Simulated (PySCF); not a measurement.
# CH6BNO2: the cost of one run

Computed with PySCF 2.14.0, with density-fitted response routines of our own, on a single molecule in the gas phase. Atoms are numbered from 0 throughout.

## Step 1: The starting structure

11 atoms, charge 0, multiplicity 1; geometry from: GFN2-xTB. The atoms were then displaced at random by about 0.01 Å, so the start is not that level's minimum.

Bonds of the start (Å): N0–C1 1.49, C1–B2 1.63, B2–O3 1.32, B2–O4 1.35, N0–H5 1.00, N0–H6 1.04, C1–H7 1.09, C1–H8 1.12, O3–H9 0.99, O4–H10 0.96.

## Step 2: Relaxing the molecule at PBE0-D3(BJ)/def2-SVP

What the job is given:

```
{"job": {"xc": "PBE0", "basis": "def2-SVP", "d3": "d3bj", "grid": 1, "shake": 0.01, "kind": "geom"}, "charge": 0, "multiplicity": 1}
N      1.689340    -0.041190    -0.450780
C      0.681150    -0.110190     0.642400
B     -0.854090    -0.087080     0.107570
O     -1.409400    -1.248600    -0.175070
O     -1.518360     1.061490    -0.151230
H      1.571320    -0.831130    -1.047890
H      1.467800     0.789640    -1.035090
H      0.927470    -1.019440     1.182030
H      0.897490     0.734130     1.340700
H     -2.332000    -1.157720    -0.513590
H     -1.082600     1.884270     0.085270
```

Command:

```sh
$ OMP_NUM_THREADS=1 python probes_run.py task.json out
```

One launch serves the whole session: the jobs run in the order shown.

**Question.** How long does this first job take on 1 thread of Arm Neoverse V1, shared host, and how much memory does it need?

About 76 s, with a peak of 0.41 GiB.
